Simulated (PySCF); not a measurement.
**A gas-phase reaction: BCl3 + H2S → BCl2HS + ClH**

Aim: the reaction energy of `ClB(Cl)Cl` + `S` → `SB(Cl)Cl` + `Cl`.

Computed with PySCF 2.14.0; each step states its level. No surroundings beyond the atoms listed, unless a continuum is named. Atoms count from 0, parts from 1.

## 1. Starting point

Each species was relaxed by itself at PBE0-D3(BJ)/def2-SVPD.

## 2. Energies of the species: wB97M-D3(BJ)/def2-TZVPD

Job settings and geometry (Å):

```
{"job": {"kind": "react", "xc": "wB97M-D3(BJ)", "basis": "def2-TZVPD"}, "charge": 0, "multiplicity": 1}
-1 BCl3 charge 0 multiplicity 1
Cl    -1.306680     0.183660     1.100780
B      0.018750    -0.011700    -0.015530
Cl    -0.226380     0.272070    -1.718600
Cl     1.588970    -0.492690     0.571120

-1 H2S charge 0 multiplicity 1
S     -0.009240     0.615280    -0.015080
H     -0.980170    -0.322550    -0.000510
H      0.969510    -0.313900     0.018250

+1 BCl2HS charge 0 multiplicity 1
S      1.156230     0.698380     0.378920
B     -0.383000    -0.202620     0.211460
Cl    -1.263960    -0.589170     1.677650
Cl    -1.024920    -0.708920    -1.341200
H      1.443100     0.751650    -0.940590

+1 ClH charge 0 multiplicity 1
Cl     0.644690    -0.006600    -0.006660
H     -0.643460     0.003280     0.002660
```

With the program's defaults for keys left out, this is: wB97M-D3(BJ)/def2-TZVPD reaction energy of separated species, gas phase.

The run is started by

```bash
$ OMP_NUM_THREADS=1 python cluster_run.py task.json out
```

This one command runs all jobs of the session in turn.

**Question.** The jobs that follow are: PBE0-D3(BJ)/def2-TZVPD reaction energy of separated species, gas phase; MP2/def2-TZVPD reaction energy of separated species, gas phase. Predict: reaction energy (wB97M-D3(BJ)/def2-TZVPD); ΔH, ΔG at 298 K (xTB thermal terms). Thermal terms come from harmonic xTB runs on each species.

As calculated:

| quantity | value |
| --- | --- |
| reaction energy (wB97M-D3(BJ)/def2-TZVPD) | 1.62 kcal/mol |
| ΔH, ΔG at 298 K (xTB thermal terms) | +1.7, +1.5 kcal/mol |
| range of the reaction energy over the runs of this table | 0.75 to 1.62 kcal/mol |

The reaction is endothermic by 1.7 kcal/mol in the gas phase; dispersion gives -0.37, and xTB itself gave 3.68 for the electronic energy (xTB energies and thermal terms come from the earlier relaxation of each species, not shown). No barrier was sought. The reaction energy runs from 0.75 (PBE0-D3(BJ)/def2-TZVPD) to 1.62 kcal/mol (wB97M-D3(BJ)/def2-TZVPD).
